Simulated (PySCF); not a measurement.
# Ta(NH)(CH2SiH3)3: geometry, NMR shifts and electronic excitations

Aim: predict the NMR shifts and electronic excitations of Ta(NH)(CH2SiH3)3 (`[NH]=[Ta]([CH2][SiH3])([CH2][SiH3])[CH2][SiH3]`).

The runs use PySCF 2.14.0, with density-fitted response routines of our own; the level of theory stands in each step. All values are computed, except where a source is named. Atoms count from 0, in the outputs and in this text.

**1. Starting geometry**

24 atoms, charge 0, multiplicity 1; geometry from: GFN2-xTB. The atoms were then displaced at random by about 0.03 Å, so the start is not that level's minimum.

Bonds of the start (Å): Ta0–N1 1.78, Ta0–C3 2.29, Ta0–C10 2.35, Ta0–C17 2.25, N1–H2 1.00, C3–Si4 1.80, C3–H5 1.05, C3–H6 1.10, Si4–H7 1.48, Si4–H8 1.57, Si4–H9 1.45, C10–Si11 1.84, C10–H12 1.07, C10–H13 1.10, Si11–H14 1.53, Si11–H15 1.47, Si11–H16 1.51, C17–Si18 1.93, C17–H19 1.13, C17–H20 1.15, Si18–H21 1.53, Si18–H22 1.40, Si18–H23 1.46.

**2. Optimising the geometry at PBE0-D3(BJ)/def2-SVP**

Job settings and geometry (Å):

```
{"job": {"xc": "PBE0", "basis": "def2-SVP", "d3": "d3bj", "grid": 1, "maxiter": 40, "shake": 0.03, "kind": "geom"}, "charge": 0, "multiplicity": 1}
Ta     0.065630    -0.073940     0.345530
N     -0.017480     0.018490     2.120330
H     -0.066950     0.042630     3.115770
C      2.223370    -0.430590    -0.334810
Si     3.238370     1.051330    -0.207240
H      2.538460    -1.251960     0.238920
H      2.100320    -0.766700    -1.371890
H      2.808900     2.150580    -1.096340
H      3.256730     1.576190     1.267440
H      4.612460     0.745160    -0.564110
C     -0.706480     2.032270    -0.339840
Si    -2.521750     2.289290    -0.139900
H     -0.231030     2.866290     0.132530
H     -0.459190     2.128700    -1.406760
H     -3.273000     1.279600    -1.005040
H     -2.923370     2.155980     1.269780
H     -2.942270     3.658690    -0.619370
C     -1.451080    -1.612080    -0.289260
Si    -0.728510    -3.379890    -0.004740
H     -2.457470    -1.512170     0.223000
H     -1.664790    -1.480990    -1.407290
H      0.522790    -3.595270    -0.849960
H     -0.393390    -3.509610     1.346370
H     -1.687970    -4.382530    -0.463170
```

Run with:

```
OMP_NUM_THREADS=1 python probes_run.py task.json out
```

This one command runs all jobs of the session in turn.

**Question.** This job is followed by: GIAO PBE0/pcSseg-1 Ta:def2-TZVP NMR shielding, non-relativistic, gas phase; TDDFT PBE0/def2-SVPD, vertical, gas phase, core orbitals frozen in the response; GIAO B3LYP/pcSseg-1 Ta:def2-TZVP NMR shielding, non-relativistic, gas phase. Predict these results of the whole session: point group; rotational constants (main isotopes); ¹³C shifts against TMS (PBE0/def2-TZVP+pcSseg-1, means over atoms taken as alike); ¹H shifts against TMS (PBE0/def2-TZVP+pcSseg-1, means over atoms taken as alike); ¹⁵N shifts against NH3 (PBE0/def2-TZVP+pcSseg-1); ²⁹Si shifts against TMS (PBE0/def2-TZVP+pcSseg-1, means over atoms taken as alike); surface potential, 1st and 99th percentile; lowest singlet (PBE0/def2-SVPD); brightest single state of those computed; lowest triplet; range of the shift of N1.

The runs gave:

| quantity | value |
| --- | --- |
| point group | C1 |
| rotational constants (main isotopes) | 0.70, 0.68, 0.39 GHz |
| ¹³C shifts against TMS (PBE0/def2-TZVP+pcSseg-1, means over atoms taken as alike) | 32.5 ppm |
| ¹H shifts against TMS (PBE0/def2-TZVP+pcSseg-1, means over atoms taken as alike) | 6.13, 4.08, 0.68 ppm |
| ¹⁵N shifts against NH3 (PBE0/def2-TZVP+pcSseg-1) | 373.9 ppm |
| ²⁹Si shifts against TMS (PBE0/def2-TZVP+pcSseg-1, means over atoms taken as alike) | -72.5 ppm |
| surface potential, 1st and 99th percentile | -0.60 V and 1.81 V |
| lowest singlet (PBE0/def2-SVPD) | 4.64 eV (267 nm), f = 0.000 |
| brightest single state of those computed | state 8, 5.76 eV, f = 0.019 |
| lowest triplet | 4.26 eV |
| range of the shift of N1 | 373.9 to 376.6 ppm |

In words: The start was shaken at random, so part of the energy gained undoes that. The optimisation took 24 steps and gained 0.994 eV; among the close pairs (by a distance rule), Ta0–C10 changed most, from 2.346 to 2.152 Å. At PBE0/def2-TZVP+pcSseg-1: The widest tensor belongs to N1: span 378 ppm, with a paramagnetic part of -432 ppm. By nearest atom (PBE0/def2-TZVP+pcSseg-1), the HOMO sits on N1 34 %; C17 18 % and the LUMO on Ta0 55 %. The first singlet state (HOMO→LUMO 0.41, HOMO−1→LUMO+1 0.31) lies at 4.64 eV and is dark; of the 10 states computed, the strongest absorption comes from states 6 to 7 together at 5.57 eV. The lowest triplet lies 0.38 eV below the lowest singlet (triplets in Tamm-Dancoff, singlets in full TDDFT). Spin-orbit coupling, left out, mixes singlets and triplets in elements this heavy. Across the 2 runs the shift of N1 moves most, between 373.9 (PBE0/def2-TZVP+pcSseg-1) and 376.6 ppm (B3LYP/def2-TZVP+pcSseg-1). Spin-orbit coupling is left out, which matters for shieldings and couplings at and beside the heavy atoms.
